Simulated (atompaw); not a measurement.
**Pseudopotential generation for B: PAW (atompaw), PBE**

Task: generate the file, and judge it by its logarithmic derivatives, its ghosts and its cutoff.

Program: atompaw 4.2.0.5. Reference atom: PBE, non-relativistic, spherical and spin-unpolarised. All values are calculated.

### Step 1. The atom and the settings

The settings as typed:

```
element                 : boron (B, Z = 5)
type                    : PAW
frozen core             : [He]
valence charge          : 3
reference configuration : 2s1.75 2p1.25
partial waves           : 2s (bound); 2s channel at 1.2 Ry; 2p (bound); 2p channel at 1.85 Ry
local potential         : ultrasoft scheme with l = 2 at 0 Ry, radius 1.80 bohr
core correction         : smooth core density matched at 1.75 bohr
augmentation charge     : sinc compensation charge, radius 2.45 bohr; PAW radius 2.50 bohr; waves and projectors: bloechl
```

An earlier all-electron run gives the scale for the radii.

All-electron outer shells of the reference configuration (PBE, non-relativistic, ld1.x):

| shell | level (eV) | outermost node (bohr) | outermost maximum (bohr) |
| --- | --- | --- | --- |
| 1s | -180.84 | – | 0.21 |
| 2s | -9.57 | 0.46 | 1.52 |
| 2p | -3.73 | – | 1.57 |

### Step 2. The generation run

B.input reads:

```
B 5
GGA-PBE loggrid 1500 logderivrange -3 5 201
2 2 0 0 0 0
2 0 1.75
2 1 1.25
0 0 0
c
v
v
1
2.50 2.45 1.80 1.75
y
1.2
n
y
1.85
n
bloechl sinc
2 0 ultrasoft
PWSCFOUT
UPFDX 0.0125d0 UPFXMIN -7.d0 UPFZMESH 5.d0
END
```

Launch:

```bash
atompaw < B.input > B.log
```

**Question.** What will these runs give? Wanted: cutoffs for 10 and 1 mRy, occupied levels; bound ghosts; largest phase difference near zero energy, channels read; lowest eigenvalue of the overlap; share of valence orbitals outside the PAW sphere; UPF file.

As calculated:

```
                                                quantity             value
               cutoffs for 10 and 1 mRy, occupied levels   12 Ry and 18 Ry
                                            bound ghosts        none found
largest phase difference near zero energy, channels read         0.000 rad
         lowest eigenvalue of the overlap (Bessel basis)         0.589 (s)
        share of valence orbitals outside the PAW sphere  2s 23 %, 2p 35 %
                                                UPF file           written
```

In words: By its cutoff, 12 Ry for the looser tolerance, it is soft on the atom at that tolerance. The slowest occupied level is 2p: taken alone it needs 18 Ry to come within 1 mRy, against 12 Ry for 2s. It is free of bound ghosts as far as tested. Near zero energy the phases of the channels with partial waves agree within 0.001 rad.
